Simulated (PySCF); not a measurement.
# P(3+): dipole response in even-tempered 20s12p5d5f

Aim: the static polarisability and the C₆ coefficient of P(3+), method by method.

The numbers are computed with PySCF 2.14.0 (unrestricted determinants in a Gaussian basis, no spin-orbit coupling in the energies), except any that are marked as measured or tabulated.

## Step 1: The atom as given

| Quantity | Value |
| --- | --- |
| Element | phosphorus (Z = 15) |
| Basis | an even-tempered Gaussian basis (20 s from 0.09 bohr⁻², ratio 2.5; 12 p from 0.12 bohr⁻², ratio 2.5; 5 d from 0.68 bohr⁻², ratio 2.7; 5 f from 1 bohr⁻², ratio 2.7) |
| Hamiltonian | scalar relativity by spin-free X2C-1e |
| State 1 | P(3+): [Ne] 3s2, closed-shell 1S |
| Methods | UHF, PBE0 |

Outer shells as boxes (Hund's rule):

P3+ [Ne] 3s2
```
[Ne] core
3s [↑↓]
```

One driver process ran all states and methods and kept the integrals in memory. Each run is shown as a PySCF script that sums up its settings (the driver passes frozen orbitals as a list and adds second-order terms of double hybrids); the logs are those of the runs themselves. The driver starts from symmetry-adapted Hartree-Fock orbitals, holds the occupation by maximum overlap and uses a logarithmic radial grid for functionals, so a plain start would take other cycles.

The integrals over 116 functions and the set-up took 0.26 s of CPU time.

## Step 2: P(3+): the ladder of methods

UHF:

File input.py:

```python
from pyscf import gto, scf, dft, mp, cc
mol = gto.M(atom="P 0 0 0", charge=3, spin=0, symmetry="D2h",
            basis=gto.etbs([(0, 20, 0.09, 2.5), (1, 12, 0.12, 2.5), (2, 5, 0.68, 2.7), (3, 5, 1, 2.7)]),
            nucmod="G")
mf = scf.UHF(mol).sfx2c1e()
mf.irrep_nelec = {'Ag': (3, 3), 'B1u': (1, 1), 'B2u': (1, 1), 'B3u': (1, 1)}
mf.kernel()
```

What it wrote:

```text
damping factor = 0
level_shift factor = 0
DIIS = <class 'pyscf.scf.diis.CDIIS'>
diis_start_cycle = 1
diis_space = 10
diis_damp = 0
SCF conv_tol = 1e-09
SCF conv_tol_grad = None
number electrons alpha = 6  beta = 6
cycle= 1 E= -339.38132678878  delta_E= -3.35e-11  |g|= 1.58e-06  |ddm|= 2.54e-05
converged SCF energy = -339.38132678878  <S^2> = 8.8817842e-16  2S+1 = 1
```

CPU time 8.8 s on a shared host, the integrals not counted.

Orbital energies by shell (radii are means over both spins):

```tsv
shell	electrons	mean orbital energy (eV)	spread (eV)	rms radius (bohr)
1s	2	-2222.3	0	0.120
2s	2	-244.27	0	0.558
2p	6	-185.63	0	0.538
3s	2	-50.001	0	1.81
```

⟨S²⟩ = 0.000, ⟨L²⟩ = 0.00.

The driver then solved the coupled dipole response at imaginary frequencies: mean α = 7.086 bohr³, C₆ = 18.51 au for a like pair.

PBE0:

input.py, as changed from the run before:

```diff
@@ -4,3 +4,3 @@
             nucmod="G")
-mf = scf.UHF(mol).sfx2c1e()
+mf = dft.UKS(mol, xc="PBE0").sfx2c1e()
 mf.irrep_nelec = {'Ag': (3, 3), 'B1u': (1, 1), 'B2u': (1, 1), 'B3u': (1, 1)}
```

What it wrote:

```text
damping factor = 0
level_shift factor = 0
DIIS = <class 'pyscf.scf.diis.CDIIS'>
diis_start_cycle = 1
diis_space = 10
diis_damp = 0
SCF conv_tol = 1e-09
SCF conv_tol_grad = None
number electrons alpha = 6  beta = 6
XC functionals = PBE0
    C. Adamo and V. Barone.,  J. Chem. Phys. 110, 6158 (1999)
    M. Ernzerhof and G. E. Scuseria.,  J. Chem. Phys. 110, 5029 (1999)
cycle= 1 E= -339.742997670542  delta_E= -0.00418  |g|= 0.0105  |ddm|= 0.0783
cycle= 2 E= -339.743004743207  delta_E= -7.07e-06  |g|= 0.00327  |ddm|= 0.00666
cycle= 3 E= -339.743005457428  delta_E= -7.14e-07  |g|= 0.000445  |ddm|= 0.000546
cycle= 4 E= -339.743005469243  delta_E= -1.18e-08  |g|= 1.15e-05  |ddm|= 0.000126
cycle= 5 E= -339.743005469253  delta_E= -1.03e-11  |g|= 1.95e-07  |ddm|= 7.62e-06
converged SCF energy = -339.743005469253  <S^2> = 0  2S+1 = 1
```

It used 11 s of CPU time after the integrals (shared host).

The driver then solved the coupled dipole response at imaginary frequencies: mean α = 6.760 bohr³, C₆ = 17.18 au for a like pair.

Radial density 4πr²ρ of P(3+) at UHF:

```tsv
r (bohr)	density
0.00200	0.120
0.00337	0.315
0.00567	0.810
0.00953	1.99
0.0160	4.55
0.0270	9.15
0.0454	14.8
0.0763	17.0
0.128	12.6
0.216	11.4
0.363	16.0
0.611	9.46
1.03	2.12
1.73	1.35
2.91	0.194
4.89	0.000684
```

## Step 3: The response side by side

P(3+), in atomic units:

```tsv
method	mean α	C₆ (like pair)	S(−4)
UHF	7.086	18.51	31.25
PBE0	6.760	17.18	28.85
```

α(iu) at PBE0:

```tsv
u (hartree)	α(iu) (bohr³)
0	6.760
0.0500	6.689
0.100	6.484
0.200	5.779
0.300	4.900
0.500	3.322
0.750	2.079
1.00	1.397
1.50	0.7651
2.00	0.4993
3.00	0.2824
5.00	0.1460
```

## Step 4: What came out

| quantity | value |
| --- | --- |
| α of P(3+) | 6.760 (PBE0) to 7.086 (UHF) bohr³ |

In words: A single London oscillator with the computed α and C₆ of P(3+) at UHF would have ω = 4 C₆ / (3 α²) = 0.492 hartree. The basis is finite, and no extrapolation was made.
